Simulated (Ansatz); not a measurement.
**HfC: a single-point run**

Aim: a sound single-point run of HfC. The structure is shown as the input types it.

Computed with Ansatz 0.2.0 (DFT, PBEsol, PAW with Ansatz's default frozen-core files, scalar-relativistic, unless a step's input says otherwise).

### 1 Starting point

It takes space group I4mm (No. 107, tetragonal). Conventional cell: a = 3.288 Å, b = 3.288 Å, c = 4.650 Å, α = 90.00°, β = 90.00°, γ = 90.00°. Hf (site symmetry 4mm) has 5 C at 2.05 to 2.34 Å as nearest neighbours. C (site symmetry 4mm) is surrounded by 5 Hf at 2.05 to 2.34 Å.

As a file:

```
CELL_PARAMETERS angstrom
0.00000 2.32500 2.32500
2.32500 0.00000 2.32500
2.32500 2.32500 0.00000
ATOMIC_POSITIONS crystal
Hf 0.47000 0.47000 0.53000
C 0.03000 0.03000 0.97000
```

### 2 Input and run

input.yaml

```yaml
crystal:
  lattice:
    - [0.0, 2.325, 2.325]
    - [2.325, 0.0, 2.325]
    - [2.325, 2.325, 0.0]
  atoms:
    - { symbol: Hf, position: [0.47, 0.47, 0.53] }
    - { symbol: C, position: [0.03, 0.03, -0.03] }
kpoints:
  mp_grid: { grid: [11, 10, 12] }
scf:
  occupations: { method: fermi_dirac, width: 0.05 }
  max_iter: 75
hamiltonian:
  xc: pbesol
  pseudopotentials: { kind: paw }
output:
  forces: true
  stress: true
  eigenvalues: true
  efg: { contact_densities: true }
  populations: true
```

Started as:

```
$ ansatz run input.yaml --threads 1 --pin off --max-ram 2048MiB --backend cpu --events-out ev --progress --plain --runs-dir out
```

**Question.** How will this run end, and is anything wrong with its input?

The program finished normally, with warnings (gradients without spin orbit, symmetry narrowed by mesh). It gives a largest force of 2.8 eV/Å, which is large; a structure far from rest gives such values too, whatever the setting.

Look at the input: kpoints.mp_grid.grid is [11, 10, 12]. The mesh has lower symmetry than the crystal, so equivalent directions are sampled differently.

To check: set kpoints.mp_grid.grid to [11, 11, 11].
